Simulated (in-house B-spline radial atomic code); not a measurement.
# C⁴⁺: ionisation energy by several methods

Wanted: one ionisation energy, C⁴⁺ to configuration 1s1, up the ladder of functionals.

Method: Dirac-Coulomb, several functionals; spherical all-electron atom at the radial basis limit. Code: in-house B-spline radial atomic code version 1.

### 1 What is computed

| Item | Value |
| --- | --- |
| element | carbon (Z = 6) |
| charge | +4 |
| electrons | 2 |
| configuration | 1s2 |
| nucleus | Fermi, rms radius 2.470 fm |

### 2 OLYP

The run's settings:

```ini
Z = 6
electrons = 2.0
configuration = 1s2
hamiltonian = dirac
method = optx,lyp
spin_polarised = False
nucleus = fermi
rms_radius = 2.4702
mass_number = 12
atomic_mass = 12.0
speed_of_light = 137.035999084
```

### 3 PBE

Settings: those of step 2 with these lines changed.

```diff
@@ -4,3 +4,3 @@
 hamiltonian = dirac
-method = optx,lyp
+method = pbe,pbe
 spin_polarised = False
```

### 4 relativistic LDA

Settings: those of step 3 with these lines changed.

```diff
@@ -4,3 +4,3 @@
 hamiltonian = dirac
-method = pbe,pbe
+method = lda_x_rel,vwn
 spin_polarised = False
```

**Question.** The tabulated ionisation energy is 392.091 ± 4e-05 eV (tabulated theoretical; NIST Atomic Spectra Database). What does each method give, and which comes nearest?

**Answer**, as computed:

| method | rung | total energy (hartree) | ΔSCF (eV) | −ε highest (eV) | ΔSCF less tabulated (eV) |
| --- | --- | --- | --- | --- | --- |
| relativistic LDA | LDA | -32.0469 | 395.95 | 354.65 (1s1/2) | +3.86 |
| OLYP | GGA | -32.4117 | 400.06 | 358.30 (1s1/2) | +7.97 |
| PBE | GGA | -32.3591 | 399.51 | 357.73 (1s1/2) | +7.42 |

What this shows: Tables give 392.091 ± 4e-05 eV (tabulated theoretical; NIST Atomic Spectra Database) for the ionisation energy. relativistic LDA misses by +3.86 eV, the least, and OLYP by +7.97 eV (2.0 %), the most. PBE is off by +7.42 eV. Open shells are averaged (over orientations, and over spins where the run is restricted), while tables refer to the lowest levels. For the semilocal functionals minus the highest level recovers only 90 % of their own ΔSCF value, a mark of self-interaction.

Members of this set that are not shown: 1 used exact exchange with fractional occupations of an open shell, which is unsound here.
